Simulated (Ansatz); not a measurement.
# CsCu2Ag3: the cost of one run

Method: DFT, r2SCAN, with U_eff = 1.14 eV on Cu d, no spin polarisation, plane waves, PAW, in Ansatz 0.2.0.

**1. The structure**

Symmetry: Cmcm, No. 63, orthorhombic system. The conventional cell has a = 9.041 Å, b = 11.310 Å, c = 5.325 Å, α = 90.00°, β = 90.00°, γ = 90.00°. Cs (site symmetry m2m) is surrounded by 8 Ag at 3.36 to 3.52 Å. Cu (site symmetry 2) has 4 Ag at 2.22 to 2.35 Å as nearest neighbours. Ag (site symmetry m2m) is surrounded by 4 Cu at 2.35 Å. Ag (site symmetry m) is surrounded by 2 Cu at 2.22 Å.

Structure file:

```
Cs Cu Ag
1.0
     4.52072    5.65491    0.00000
     4.52072   -5.65491    0.00000
     0.00000    0.00000   -5.32454
Cs Cu Ag
2 4 6
Direct
  0.67800 0.32200 0.75000
  0.32200 0.67800 0.25000
  0.84400 0.84400 0.00000
  0.15600 0.15600 0.50000
  0.15600 0.15600 0.00000
  0.84400 0.84400 0.50000
  0.11810 0.88190 0.75000
  0.88190 0.11810 0.25000
  0.59600 0.83320 0.75000
  0.40400 0.16680 0.25000
  0.83320 0.59600 0.25000
  0.16680 0.40400 0.75000
```

The first density is read from a saved solution for the starting cell.

**2. The relaxation**

input.yaml

```yaml
crystal:
  lattice:
    - [4.520722, 5.65491, 0.0]
    - [4.520722, -5.65491, 0.0]
    - [0.0, 0.0, -5.32454]
  atoms:
    - { symbol: Cs, position: [0.678, 0.322, 0.75] }
    - { symbol: Cs, position: [0.322, 0.678, 0.25] }
    - { symbol: Cu, position: [0.844, 0.844, 0.0] }
    - { symbol: Cu, position: [0.156, 0.156, 0.5] }
    - { symbol: Cu, position: [0.156, 0.156, 0.0] }
    - { symbol: Cu, position: [0.844, 0.844, 0.5] }
    - { symbol: Ag, position: [0.1181, 0.8819, 0.75] }
    - { symbol: Ag, position: [0.8819, 0.1181, 0.25] }
    - { symbol: Ag, position: [0.596, 0.8332, 0.75] }
    - { symbol: Ag, position: [0.404, 0.1668, 0.25] }
    - { symbol: Ag, position: [0.8332, 0.596, 0.25] }
    - { symbol: Ag, position: [0.1668, 0.404, 0.75] }
  symmetry: { tolerance: 0.0003 }
kpoints:
  mp_grid: { grid: [4, 4, 5], shift: [0, 0, 0] }
magnetization:
  spin_polarized: false
scf:
  occupations: { method: fermi_dirac }
  lower_state_search: "off"
hamiltonian:
  pseudopotentials: { kind: paw }
  xc: r2scan
  hubbard: { projectors: atomic, sites: [{ species: Cu, l: d, u_eff: 1.14 }] }
basis:
  ecutwfc: 500
  fft_grid_basis: typed
relax:
  max_steps: 60
  cell: { p_target: 0.0 }
output:
  forces: true
  stress: true
  eigenvalues: true
  bader: true
  populations: true
  elf: true
  write_potential: true
  volumetric_format: npy
  dos:
    e_range: [-12, 8]
    de: 0.05
    projected: { site_lists: { Ag: [Ag], Cs: [Cs], Cu: [Cu] } }
checkpoint:
  read: saved_state
```

On the command line:

```sh
> ansatz run input.yaml --threads 2 --pin off --max-ram 2560MiB --backend cpu --events-out ev --progress --plain --runs-dir out
```

**Question.** How long does this run take on 2 threads of Intel Xeon Platinum 8488C (Sapphire Rapids), shared host, and how much memory does it need?

About 11 min, with a peak of 2.1 GiB.
